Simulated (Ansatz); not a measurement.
Run this with Ansatz 0.2.0, Python API and show what comes out.

`albrh2.xyz`
```text
4

Al   -0.12040   -0.10100   -0.08780
Br    1.76400    0.55900    1.12520
H    -0.64070   -1.58810   -0.19290
H    -0.94750    1.06990   -0.86480
```

Script `albrh2.py`:
```python
"""Scalar relativity in AlBrH2."""

from dataclasses import dataclass

import ansatz as az
import numpy as np


@dataclass(frozen=True)
class Settings:
    xc: str = "pbe"


opts = Settings()

geometry = az.Crystal.molecule_from_extxyz("albrh2.xyz")

setup = geometry.calculation().functional(opts.xc).forces()
# a set contracted for a scalar-relativistic Hamiltonian goes with the relativistic run
sets = {"none": "cc-pVTZ", "scalar": "cc-pVTZ-DK"}
found = {kind: setup.basis(gaussian=basis).pseudopotentials(relativity=kind).run(threads=1, pin="off").report for kind, basis in sets.items()}
for kind, each in found.items():
    dipole = 4.803205 * np.linalg.norm(each["charge_distribution"]["dipole_moment_e_ang"])
    print(f"{kind:7s} E = {each['free_energy_ev']:.4f} eV  dipole {dipole:.3f} D  largest force component {np.abs(each['forces_ev_ang']).max():.4f} eV/A")
print(f"relativity lowers the total energy by {found['none']['free_energy_ev'] - found['scalar']['free_energy_ev']:.3f} eV")
```

```console
$ python albrh2.py
none    E = -76664.0782 eV  dipole 1.141 D  largest force component 0.7564 eV/A
scalar  E = -77550.0449 eV  dipole 1.112 D  largest force component 0.7623 eV/A
relativity lowers the total energy by 885.967 eV
```

The total moves by -886.0 eV, nearly all in the cores, and the dipole from 1.14 to 1.11 D.

Caveats:
- Total energies depend on the basis set; only differences at equal settings carry meaning.
- The geometry is a force-field or estimated start, not a minimum of this method. The basis set changes with the Hamiltonian (a set recontracted for scalar relativity), and most of the change in the total lies in the cores.
- Finished in 3.1 s on 1 thread of AMD EPYC 9B14 (Zen 4), with other jobs on the host, peak memory 0.2 GiB.
